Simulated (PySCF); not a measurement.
# O3Si3: the cost of one run

Computed with PySCF 2.14.0 (relaxation, pbe, def2-tzvp, and further levels as typed in the inputs, unless a step's input says otherwise).

## 1. Starting point

Bond lengths: Si1–O2 1.714 Å, O2–Si3 1.708 Å, Si3–O4 1.747 Å, O4–Si5 1.717 Å, Si1–O6 1.689 Å, Si5–O6 1.735 Å. Angles: Si1–O2–Si3 116.2°, O2–Si1–O6 124.8°, O2–Si3–O4 123.6°, Si3–O4–Si5 115.5°, O4–Si5–O6 123.7°, Si1–O6–Si5 116.2°.

Structure file:

```xyz
6

Si    1.6750   -0.0054    0.0203
O     0.8771    1.5117    0.0224
Si   -0.8302    1.4672    0.0169
O    -1.7572   -0.0121   -0.0383
Si   -0.8390   -1.4629   -0.0039
O     0.8955   -1.5031    0.0030
```

## 2. Relaxation: O3Si3, charge +1

Input file run.py:

```python
from pyscf import gto, dft
from pyscf.geomopt.geometric_solver import optimize
mol = gto.M(atom="mol.xyz", basis="def2-tzvp", charge=1, spin=1, verbose=4)
mf = dft.UKS(mol, xc="b3lyp").density_fit().run(conv_tol=1e-9)
for i in range(6):  # look for a lower solution of the same spin
    mo, _, ok, _ = mf.stability(return_status=True)
    if ok: break
    mf.kernel(mf.make_rdm1(mo, mf.mo_occ))
print(f"converged SCF energy = {mf.e_tot:.10f}, stable: {ok}")
m = optimize(mf, maxsteps=60)
print("optimised structure (A):")
for k in range(m.natm): print(m.atom_symbol(k), *(f"{x:.8f}" for x in m.atom_coords(unit="A")[k]))
```

Command:

```console
$ python run.py
```

**Question.** How long does this run take on 2 threads of Arm Neoverse V1, shared host?

About 13 min.
